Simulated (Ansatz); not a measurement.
**C2H10OSi3: ionisation energy by level of theory**

The task here is to estimate one member of a computed series from the others.

The runs use Ansatz 0.2.0, Gaussian basis; unrestricted cation, the program's frozen cores in correlated methods.

Plan: UKS PBE-D4/def2-TZVPP; UKS r2SCAN-D4/def2-TZVPP; UKS PBE0-D4/def2-TZVPP; UKS B3LYP-D4/def2-TZVPP; UKS wB97X-V/def2-TZVPP; UKS wB97M-V/def2-TZVPP; UKS B2PLYP/def2-TZVPP; UHF-CCSD(T)/def2-TZVPP; UHF-MP2/def2-QZVPP; extrapolation to the limit; then −ε(HOMO) from the neutral's earlier runs with LDA (SPW92), PBE-D4, revPBE-D4, BLYP-D4, r2SCAN-D4, B97M-V, PBE0-D4, B3LYP-D4, r2SCANh-D4, r2SCAN0-D4, HSE06-D4, BHLYP-D4, CAM-B3LYP-D4, LC-ωPBE, ωB97X-V, ωB97M-V.

## The relaxed structure

The geometry comes from an earlier relaxation with PBE0-D4 in a triple-zeta def2 set; it is a stationary point, not always the lowest conformer.

SMILES `C=C[Si](O)([SiH3])[SiH3]`, 16 atoms, charge 0, spin multiplicity 1.

Atoms are counted from 1 here; the program's logs count them from 0.

Bond lengths: C1–C2 1.331 Å, C1–H7 1.086 Å, C1–H8 1.086 Å, C2–Si3 1.861 Å, C2–H9 1.090 Å, Si3–O4 1.660 Å, Si3–Si5 2.343 Å, Si3–Si6 2.352 Å, O4–H10 0.959 Å, Si5–H11 1.488 Å, Si5–H12 1.490 Å, Si5–H13 1.488 Å, Si6–H14 1.489 Å, Si6–H15 1.488 Å, Si6–H16 1.492 Å. Angles: C2–C1–H7 122.3°, C2–C1–H8 121.5°, H7–C1–H8 116.3°, C1–C2–Si3 123.0°, C1–C2–H9 118.5°, Si3–C2–H9 118.5°, C2–Si3–O4 110.8°, C2–Si3–Si5 109.9°, C2–Si3–Si6 108.0°, O4–Si3–Si5 106.5°, O4–Si3–Si6 111.5°, Si5–Si3–Si6 110.2°, Si3–O4–H10 117.0°, Si3–Si5–H11 111.1°, Si3–Si5–H12 108.5°, Si3–Si5–H13 111.2°, H11–Si5–H12 108.6°, H11–Si5–H13 109.1° and more.

Set-up of the first run:

in.yaml

```yaml
crystal:
  periodic: [false, false, false]
  atoms:
    - {symbol: C, position_ang: [0.495946, -2.542085, -0.622679]}
    - {symbol: C, position_ang: [0.775477, -1.395749, -0.006592]}
    - {symbol: Si, position_ang: [-0.296550, 0.119428, -0.147561]}
    - {symbol: O, position_ang: [-1.669544, -0.210354, -1.020345]}
    - {symbol: Si, position_ang: [0.846166, 1.800962, -1.311732]}
    - {symbol: Si, position_ang: [-0.814016, 0.847555, 2.028699]}
    - {symbol: H, position_ang: [1.128526, -3.420184, -0.528295]}
    - {symbol: H, position_ang: [-0.379010, -2.645770, -1.258374]}
    - {symbol: H, position_ang: [1.671916, -1.342937, 0.610783]}
    - {symbol: H, position_ang: [-2.338787, -0.747819, -0.592988]}
    - {symbol: H, position_ang: [1.140556, 1.380262, -2.708170]}
    - {symbol: H, position_ang: [2.135275, 2.066428, -0.613664]}
    - {symbol: H, position_ang: [0.060417, 3.064046, -1.339130]}
    - {symbol: H, position_ang: [0.428799, 0.942610, 2.843969]}
    - {symbol: H, position_ang: [-1.473812, 2.181670, 2.017999]}
    - {symbol: H, position_ang: [-1.734159, -0.120662, 2.692379]}
basis:
  gaussian: {orbitals: def2-TZVPP}
total_charge: 1
magnetization: {spin_polarized: true, initial_magnetization: 1}
hamiltonian: {xc: pbe, dispersion: d4}
```

Steps of the session up to this table: Cation, UKS PBE-D4/def2-TZVPP; Cation, UKS r2SCAN-D4/def2-TZVPP; Cation, UKS PBE0-D4/def2-TZVPP; Cation, UKS B3LYP-D4/def2-TZVPP; Cation, UKS wB97X-V/def2-TZVPP; Cation, UKS wB97M-V/def2-TZVPP; Cation, UKS B2PLYP (frozen core)/def2-TZVPP; Cation, UHF-CCSD(T)/def2-TZVPP; Cation, UHF-MP2/def2-QZVPP.

One of the session's tables, all rows but one given; the rest of the session is left out.

For comparison, −ε(HOMO) of the neutral from earlier runs:

| functional | −ε(HOMO) (eV) |
| --- | --- |
| LDA (SPW92) | 6.30 |
| PBE-D4 | 6.19 |
| revPBE-D4 | 6.14 |
| BLYP-D4 | ? |
| r2SCAN-D4 | 6.39 |
| B97M-V | 6.49 |
| PBE0-D4 | 7.21 |
| B3LYP-D4 | 7.03 |
| r2SCANh-D4 | 6.77 |
| r2SCAN0-D4 | 7.34 |
| HSE06-D4 | 6.82 |
| BHLYP-D4 | 8.13 |
| CAM-B3LYP-D4 | 8.43 |
| LC-ωPBE | 9.69 |
| ωB97X-V | 9.37 |
| ωB97M-V | 9.17 |

**Question.** Estimate the row for BLYP-D4.

Worked estimate for «−ε(HOMO) (eV)». Against the share of exact exchange, B3LYP-D4 (0.2, 7.03), BHLYP-D4 (0.5, 8.13) give a slope of 3.67 per unit share; at 0 the line stands at 6.30.

As computed: −ε(HOMO) (eV): 6.05. In «−ε(HOMO) (eV)» the line misses by +0.25.
